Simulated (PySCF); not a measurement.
**[HfH3(NH3)]+: a change of charge**

Aim: at the relaxed geometry of [HfH3(NH3)]+, try a change of charge. The species was built from a template and needn't be a known compound.

Computed with PySCF 2.14.0. Level: PBE0, Hf def2-SVP with ECP60, H def2-SVP, N def2-SVP; scalar-relativistic core potentials, no spin–orbit coupling.

1 further run of the same task is left out (for a known fault of the program).

## (1) The system as given

8 atoms, charge 1, spin multiplicity 1.

Bond lengths: Hf1–H2 1.809 Å, Hf1–H3 1.809 Å, Hf1–H4 1.809 Å, Hf1–N5 2.285 Å, N5–H6 1.030 Å, N5–H7 1.030 Å, N5–H8 1.030 Å. Angles: H2–Hf1–H3 109.9°, H2–Hf1–H4 109.9°, H2–Hf1–N5 109.0°, H3–Hf1–H4 109.9°, H3–Hf1–N5 109.0°, H4–Hf1–N5 109.0°, Hf1–N5–H6 113.5°, Hf1–N5–H7 113.5°, Hf1–N5–H8 113.5°, H6–N5–H7 105.2°, H6–N5–H8 105.2°, H7–N5–H8 105.2°.

Coordinates:

```xyz
8
charge 1, multiplicity 1
Hf    0.10741   -0.10741    0.10741
H     1.41705    0.90812    0.83375
H    -0.90812   -0.83375    1.41705
H     0.83375   -1.41705   -0.90812
N    -1.21170    1.21170   -1.21170
H    -2.19474    1.24436   -0.90612
H    -0.90612    2.19474   -1.24436
H    -1.24436    0.90612   -2.19474
```

Formal oxidation states: Hf +4. An earlier session relaxed this geometry at PBE0, Hf def2-SVP with ECP60, H def2-SVP, N def2-SVP (singlet, point group C3v).

Its energy there is -105.944466 Eh.

## (2) One electron removed, multiplicity 2

Input file run.py (the lines that set the calculation):

```python
mol = gto.M(atom='''
Hf     0.10741    -0.10741     0.10741
H      1.41705     0.90812     0.83375
H     -0.90812    -0.83375     1.41705
H      0.83375    -1.41705    -0.90812
N     -1.21170     1.21170    -1.21170
H     -2.19474     1.24436    -0.90612
H     -0.90612     2.19474    -1.24436
H     -1.24436     0.90612    -2.19474''',
    basis={'Hf': 'def2-SVP', 'H': 'def2-SVP', 'N': 'def2-SVP'},
    ecp={'Hf': 'def2-SVP'},
    charge=2, spin=1)
mf = dft.UKS(mol, xc='PBE0')
mf.grids.atom_grid = (50, 194)
mf = mf.density_fit()  # fitting sets: Hf def2-universal-JKFIT, H def2-universal-JKFIT, N def2-universal-JKFIT
mf.conv_tol = 1e-08; mf.max_cycle = 55
mf.kernel(dm0)  # dm0: the density of the relaxed state
```

Started as:

```sh
> OMP_NUM_THREADS=2 python run.py
```

Standard output:

```text
init E= -105.954191773593
cycle= 1 E= -105.337707717675  delta_E= 0.616  |g|= 0.176  |ddm|= 0.596
  HOMO = -0.739479371786  LUMO = -0.725014078978  gap/eV = 0.39362
cycle= 2 E= -105.337525557607  delta_E= 0.000182  |g|= 0.206  |ddm|= 0.699
  HOMO = -0.736104791784  LUMO = -0.679202716067  gap/eV = 1.54838
cycle= 3 E= -105.370488083029  delta_E= -0.033  |g|= 0.0503  |ddm|= 0.396
  HOMO = -0.717405398214  LUMO = -0.663065603573  gap/eV = 1.47866
cycle= 4 E= -105.372450904968  delta_E= -0.00196  |g|= 0.0118  |ddm|= 0.0857
  HOMO = -0.719296255786  LUMO = -0.659634582242  gap/eV = 1.62348
cycle= 5 E= -105.372642454984  delta_E= -0.000192  |g|= 0.00464  |ddm|= 0.0315
  HOMO = -0.719346297559  LUMO = -0.65849828966  gap/eV = 1.65576
cycle= 6 E= -105.372712389647  delta_E= -6.99e-05  |g|= 0.00393  |ddm|= 0.022
  HOMO = -0.719415807407  LUMO = -0.658339387297  gap/eV = 1.66197
cycle= 7 E= -105.372741100058  delta_E= -2.87e-05  |g|= 0.00195  |ddm|= 0.0108
  HOMO = -0.719416025717  LUMO = -0.658199673696  gap/eV = 1.66578
cycle= 8 E= -105.372763088072  delta_E= -2.2e-05  |g|= 0.00289  |ddm|= 0.0136
  HOMO = -0.719342323261  LUMO = -0.658117595885  gap/eV = 1.66601
cycle= 9 E= -105.372782005481  delta_E= -1.89e-05  |g|= 0.00229  |ddm|= 0.0101
  HOMO = -0.719490248379  LUMO = -0.658043841756  gap/eV = 1.67204
cycle= 10 E= -105.372811265594  delta_E= -2.93e-05  |g|= 0.00204  |ddm|= 0.0193
  HOMO = -0.719621453073  LUMO = -0.657932466577  gap/eV = 1.67864
cycle= 11 E= -105.37284111006  delta_E= -2.98e-05  |g|= 0.0016  |ddm|= 0.0245
  HOMO = -0.719809267776  LUMO = -0.65780658104  gap/eV = 1.68718
cycle= 12 E= -105.372866954827  delta_E= -2.58e-05  |g|= 0.00109  |ddm|= 0.0324
  HOMO = -0.719710411894  LUMO = -0.657876189551  gap/eV = 1.68259
cycle= 13 E= -105.372875809472  delta_E= -8.85e-06  |g|= 0.000341  |ddm|= 0.0221
  HOMO = -0.719770330914  LUMO = -0.657901696769  gap/eV = 1.68353
cycle= 14 E= -105.37287709172  delta_E= -1.28e-06  |g|= 0.000217  |ddm|= 0.0104
  HOMO = -0.719707206492  LUMO = -0.657935907676  gap/eV = 1.68088
cycle= 15 E= -105.3728771859  delta_E= -9.42e-08  |g|= 5.51e-05  |ddm|= 0.00159
  HOMO = -0.719740744677  LUMO = -0.657913109353  gap/eV = 1.68242
cycle= 16 E= -105.372877196537  delta_E= -1.06e-08  |g|= 3.94e-05  |ddm|= 0.000917
  HOMO = -0.719743736945  LUMO = -0.657912197853  gap/eV = 1.68252
cycle= 17 E= -105.372877201177  delta_E= -4.64e-09  |g|= 1.37e-05  |ddm|= 0.000364
  HOMO = -0.719748152428  LUMO = -0.657910364933  gap/eV = 1.68269
Extra cycle  E= -105.372877201397  delta_E= -2.21e-10  |g|= 9.7e-06  |ddm|= 3.76e-05
converged SCF energy = -105.372877201397  <S^2> = 0.76931206  2S+1 = 2.0192197
```

Wall time 3.7 s (2 threads of Intel Xeon Platinum 8259CL at 2.50GHz (Skylake/Cascade Lake), shared host).

Read off: E = -105.372877 Eh (+15.554 eV from the relaxed state), HOMO -19.59 eV, LUMO -17.90 eV (over both spins), ⟨S²⟩ = 0.769, Mulliken charge on Hf1 +1.48 e. 

## (3) One electron added, multiplicity 2

run.py (the lines that set the calculation): that of step 2 with these lines changed.

```diff
@@ -11,3 +11,3 @@
     ecp={'Hf': 'def2-SVP'},
-    charge=2, spin=1)
+    charge=0, spin=1)
 mf = dft.UKS(mol, xc='PBE0')
```

Started as:

```sh
> OMP_NUM_THREADS=2 python run.py
```

Standard output:

```text
init E= -105.952697748151
  HOMO = -0.262774099293  LUMO = -0.252694055394  gap/eV = 0.27429
cycle= 1 E= -106.075398556052  delta_E= -0.123  |g|= 0.247  |ddm|= 0.865
  HOMO = -0.0152193247587  LUMO = -0.0129258543229  gap/eV = 0.06241
cycle= 2 E= -105.938080555457  delta_E= 0.137  |g|= 0.422  |ddm|= 2.57
  HOMO = -0.0982267564386  LUMO = -0.0325856398448  gap/eV = 1.78619
cycle= 3 E= -106.124117151577  delta_E= -0.186  |g|= 0.0861  |ddm|= 2.48
  HOMO = -0.104645429548  LUMO = -0.0278142709762  gap/eV = 2.09068
cycle= 4 E= -106.128128231959  delta_E= -0.00401  |g|= 0.0478  |ddm|= 0.0744
  HOMO = -0.110171699316  LUMO = -0.0292895702432  gap/eV = 2.20091
cycle= 5 E= -106.129766846749  delta_E= -0.00164  |g|= 0.0174  |ddm|= 0.0584
  HOMO = -0.11119086491  LUMO = -0.0289045834266  gap/eV = 2.23912
cycle= 6 E= -106.130014035292  delta_E= -0.000247  |g|= 0.00401  |ddm|= 0.0265
  HOMO = -0.111133629283  LUMO = -0.0287037651666  gap/eV = 2.24303
cycle= 7 E= -106.130038590413  delta_E= -2.46e-05  |g|= 0.00118  |ddm|= 0.0124
  HOMO = -0.111141085612  LUMO = -0.0286007468501  gap/eV = 2.24604
cycle= 8 E= -106.130045946732  delta_E= -7.36e-06  |g|= 0.000647  |ddm|= 0.00813
  HOMO = -0.111197640909  LUMO = -0.0284790102724  gap/eV = 2.25089
cycle= 9 E= -106.130052333163  delta_E= -6.39e-06  |g|= 0.000354  |ddm|= 0.0122
  HOMO = -0.111222623359  LUMO = -0.0283682682069  gap/eV = 2.25458
cycle= 10 E= -106.130053922416  delta_E= -1.59e-06  |g|= 0.000113  |ddm|= 0.00735
  HOMO = -0.111223234633  LUMO = -0.028344059865  gap/eV = 2.25526
cycle= 11 E= -106.130054123178  delta_E= -2.01e-07  |g|= 8.36e-05  |ddm|= 0.0022
  HOMO = -0.111223855472  LUMO = -0.0283425760684  gap/eV = 2.25531
cycle= 12 E= -106.130054198817  delta_E= -7.56e-08  |g|= 6.81e-05  |ddm|= 0.000829
  HOMO = -0.1112238029  LUMO = -0.028341006345  gap/eV = 2.25536
cycle= 13 E= -106.130054309756  delta_E= -1.11e-07  |g|= 6.18e-05  |ddm|= 0.0013
  HOMO = -0.111224072546  LUMO = -0.0283407246217  gap/eV = 2.25537
cycle= 14 E= -106.130054542553  delta_E= -2.33e-07  |g|= 4.63e-05  |ddm|= 0.00327
  HOMO = -0.111228336622  LUMO = -0.02834481861  gap/eV = 2.25538
cycle= 15 E= -106.130054789311  delta_E= -2.47e-07  |g|= 2.14e-05  |ddm|= 0.00612
  HOMO = -0.111226439557  LUMO = -0.0283422372402  gap/eV = 2.25539
cycle= 16 E= -106.130054819113  delta_E= -2.98e-08  |g|= 9.42e-06  |ddm|= 0.00236
  HOMO = -0.111224264871  LUMO = -0.0283425515042  gap/eV = 2.25533
cycle= 17 E= -106.130054820981  delta_E= -1.87e-09  |g|= 2.6e-06  |ddm|= 0.000572
  HOMO = -0.111224806559  LUMO = -0.0283427360071  gap/eV = 2.25534
Extra cycle  E= -106.130054821038  delta_E= -5.68e-11  |g|= 1.97e-06  |ddm|= 3.29e-05
converged SCF energy = -106.130054821038  <S^2> = 0.75400333  2S+1 = 2.0039993
```

It took 4.2 s on 2 threads of Intel Xeon Platinum 8259CL at 2.50GHz (Skylake/Cascade Lake), shared host.

It gives: E = -106.130055 Eh (-5.050 eV from the relaxed state), HOMO -3.03 eV, LUMO -0.87 eV (over both spins), ⟨S²⟩ = 0.754, Mulliken charge on Hf1 +0.70 e. 

## (4) The states side by side

| state | energy from the relaxed state (eV) | ⟨S²⟩ | time |
| --- | --- | --- | --- |
| charge +1, singlet, vacuum (relaxed) | 0 | 0.00 |  |
| charge 0, doublet, vacuum | -5.05 | 0.75 | 4.2 s |
| charge +2, doublet, vacuum | 15.55 | 0.77 | 3.7 s |

An electron taken off or put on is at rest in vacuum. 

Removing an electron vertically costs 15.55 eV (doublet), against −HOMO = 13.15 eV. Adding an electron vertically releases 5.05 eV (doublet). These are double-zeta-type bases without diffuse functions. Spin–orbit coupling is left out.
